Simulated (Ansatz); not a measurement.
# CH4B2S: small, medium and large basis sets

An exercise on one series of results from a longer session: the logs are not shown, and one member is left open.

Program: Ansatz 0.2.0, Gaussian basis. Level of theory: one geometry, several basis sets. These are calculated values, not measurements.

Plan: PBE0-D4/def2-SVP; ωB97M-V/def2-SVP; PBE0-D4/def2-QZVPP; ωB97M-V/def2-QZVPP; the functionals' def2-TZVPP values are taken from earlier runs.

1 further run of the same task is left out (it didn't finish).

## The geometry

All runs share one geometry, relaxed beforehand with PBE0-D4 in a triple-zeta def2 set.

SMILES `B1BSC1`, 8 atoms, charge 0, spin multiplicity 1.

Atoms are counted from 1 here; the program's logs count them from 0.

Bond lengths: B1–B2 1.631 Å, B1–C4 1.570 Å, B1–H5 1.197 Å, B2–S3 1.816 Å, B2–H6 1.185 Å, S3–C4 1.851 Å, C4–H7 1.089 Å, C4–H8 1.084 Å. Angles: B2–B1–C4 102.6°, B2–B1–H5 126.4°, C4–B1–H5 121.6°, B1–B2–S3 75.5°, B1–B2–H6 155.6°, S3–B2–H6 126.5°, B2–S3–C4 85.9°, B1–C4–S3 75.9°, B1–C4–H7 119.9°, B1–C4–H8 120.6°, S3–C4–H7 113.6°, S3–C4–H8 107.5°, H7–C4–H8 112.5°.

Set-up of the first run:

in.yaml reads:

```yaml
crystal:
  periodic: [false, false, false]
  atoms:
    - {symbol: B, position_ang: [-0.570566, 0.475720, -0.343029]}
    - {symbol: B, position_ang: [0.285765, 1.055996, 0.917901]}
    - {symbol: S, position_ang: [1.375406, -0.184883, 0.161459]}
    - {symbol: C, position_ang: [-0.182257, -1.045431, -0.349473]}
    - {symbol: H, position_ang: [-0.830694, 1.061059, -1.354022]}
    - {symbol: H, position_ang: [0.590354, 1.853792, 1.738828]}
    - {symbol: H, position_ang: [-0.095774, -1.579410, -1.294349]}
    - {symbol: H, position_ang: [-0.480034, -1.693943, 0.466886]}
basis:
  gaussian: {orbitals: def2-SVP}
hamiltonian: {xc: pbe0, dispersion: d4}
output: {orbitals: {seedname: orbitals}}
```

Run with:

```console
ansatz run in.yaml --threads 2 --pin off --events-out ev --progress --plain --max-ram 4352MiB
```

Steps of the session up to this table: PBE0-D4 in def2-SVP; ωB97M-V in def2-SVP; PBE0-D4 in def2-QZVPP; ωB97M-V in def2-QZVPP.

One table of the session follows, with a row left open; its other results are not shown here.

```
functional       basis  HOMO (eV)  LUMO (eV)
   PBE0-D4    def2-SVP          ?          ?
   PBE0-D4  def2-TZVPP      -7.44      -1.70
   PBE0-D4  def2-QZVPP      -7.45      -1.73
   ωB97M-V    def2-SVP      -9.53       0.53
   ωB97M-V  def2-TZVPP      -9.58       0.28
   ωB97M-V  def2-QZVPP      -9.59       0.20
```

Estimate the missing values for PBE0-D4, def2-SVP.

The run gave: HOMO (eV): -7.41; LUMO (eV): -1.57. In the column «HOMO (eV)» it is the highest.
